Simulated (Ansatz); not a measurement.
# C3H11NO3Zr: small, medium and large basis sets

The task here is to estimate one member of a computed series from the others.

Program: Ansatz 0.2.0, Gaussian basis. Level of theory: one geometry, several basis sets. These are calculated values, not measurements.

Plan: PBE0-D4/def2-SVP; ωB97M-V/def2-SVP; PBE0-D4/def2-QZVPP; ωB97M-V/def2-QZVPP; the functionals' def2-TZVPP values are taken from earlier runs.

1 further run of the same task is left out (for a known fault of the program). Runs told in other sessions of the task aren't counted.

### Structure used throughout

An earlier PBE0-D4 in a triple-zeta def2 set relaxation fixed the geometry. Zr takes the def2 core potential; no spin-orbit term is included.

SMILES `CC(C)[NH][Zr]([OH])([OH])[OH]`, 19 atoms, charge 0, spin multiplicity 1.

Atoms are counted from 1 here; the program's logs count them from 0.

Bond lengths: C1–C2 1.522 Å, C1–H9 1.094 Å, C1–H10 1.093 Å, C1–H11 1.094 Å, C2–C3 1.519 Å, C2–N4 1.450 Å, C2–H12 1.102 Å, C3–H13 1.093 Å, C3–H14 1.096 Å, C3–H15 1.092 Å, N4–Zr5 2.042 Å, N4–H16 1.014 Å, Zr5–O6 1.942 Å, Zr5–O7 1.942 Å, Zr5–O8 1.934 Å, O6–H17 0.952 Å, O7–H18 0.952 Å, O8–H19 0.952 Å. Angles: C2–C1–H9 111.2°, C2–C1–H10 110.9°, C2–C1–H11 110.2°, H9–C1–H10 107.9°, H9–C1–H11 108.6°, H10–C1–H11 108.0°, C1–C2–C3 110.9°, C1–C2–N4 111.3°, C1–C2–H12 107.8°, C3–C2–N4 109.6°, C3–C2–H12 107.5°, N4–C2–H12 109.6°, C2–C3–H13 111.1°, C2–C3–H14 110.4°, C2–C3–H15 111.0°, H13–C3–H14 108.5°, H13–C3–H15 108.0°, H14–C3–H15 107.7° and more.

Set-up of the first run:

Input file in.yaml:

```yaml
crystal:
  periodic: [false, false, false]
  atoms:
    - {symbol: C, position_ang: [1.076604, -1.886456, 1.207057]}
    - {symbol: C, position_ang: [1.046637, -0.918634, 0.032222]}
    - {symbol: C, position_ang: [1.621334, 0.431704, 0.426153]}
    - {symbol: N, position_ang: [-0.301260, -0.745855, -0.474508]}
    - {symbol: Zr, position_ang: [-1.456549, 0.907190, -0.794768]}
    - {symbol: O, position_ang: [-1.972195, 1.722841, 0.890841]}
    - {symbol: O, position_ang: [-0.470092, 2.226371, -1.823045]}
    - {symbol: O, position_ang: [-3.010135, 0.212819, -1.714142]}
    - {symbol: H, position_ang: [2.098464, -2.044656, 1.563478]}
    - {symbol: H, position_ang: [0.666120, -2.859248, 0.922762]}
    - {symbol: H, position_ang: [0.475914, -1.495366, 2.033095]}
    - {symbol: H, position_ang: [1.689389, -1.332848, -0.761024]}
    - {symbol: H, position_ang: [1.633640, 1.118263, -0.424584]}
    - {symbol: H, position_ang: [1.023501, 0.881354, 1.227251]}
    - {symbol: H, position_ang: [2.644993, 0.330302, 0.792238]}
    - {symbol: H, position_ang: [-0.723191, -1.641964, -0.693473]}
    - {symbol: H, position_ang: [-2.065121, 1.738544, 1.838344]}
    - {symbol: H, position_ang: [-0.153245, 3.096752, -2.042846]}
    - {symbol: H, position_ang: [-3.824799, 0.258868, -2.205052]}
basis:
  gaussian: {orbitals: def2-SVP}
hamiltonian: {xc: pbe0, dispersion: d4}
output: {orbitals: {seedname: orbitals}}
```

On the command line:

```sh
ansatz run in.yaml --threads 4 --pin off --events-out ev --progress --plain --max-ram 66560MiB --backend cpu
```

Steps of the session up to this table: PBE0-D4 in def2-SVP; ωB97M-V in def2-SVP; PBE0-D4 in def2-QZVPP; ωB97M-V in def2-QZVPP.

One of the session's tables, all rows but one given; the rest of the session is left out.

It belongs to the step «Functionals by basis». 

```
functional       basis  HOMO (eV)  LUMO (eV)
   PBE0-D4    def2-SVP      -6.22       0.25
   PBE0-D4  def2-TZVPP      -6.40      -0.01
   PBE0-D4  def2-QZVPP          ?          ?
   ωB97M-V    def2-SVP      -8.52       1.25
   ωB97M-V  def2-TZVPP      -8.70       0.87
   ωB97M-V  def2-QZVPP      -8.74       0.62
```

**Question.** Estimate the row for PBE0-D4, def2-QZVPP.

**Answer.** HOMO (eV): -6.43; LUMO (eV): -0.14. In the column «HOMO (eV)» it lies between ωB97M-V, def2-SVP (-8.52) and PBE0-D4, def2-TZVPP (-6.40).
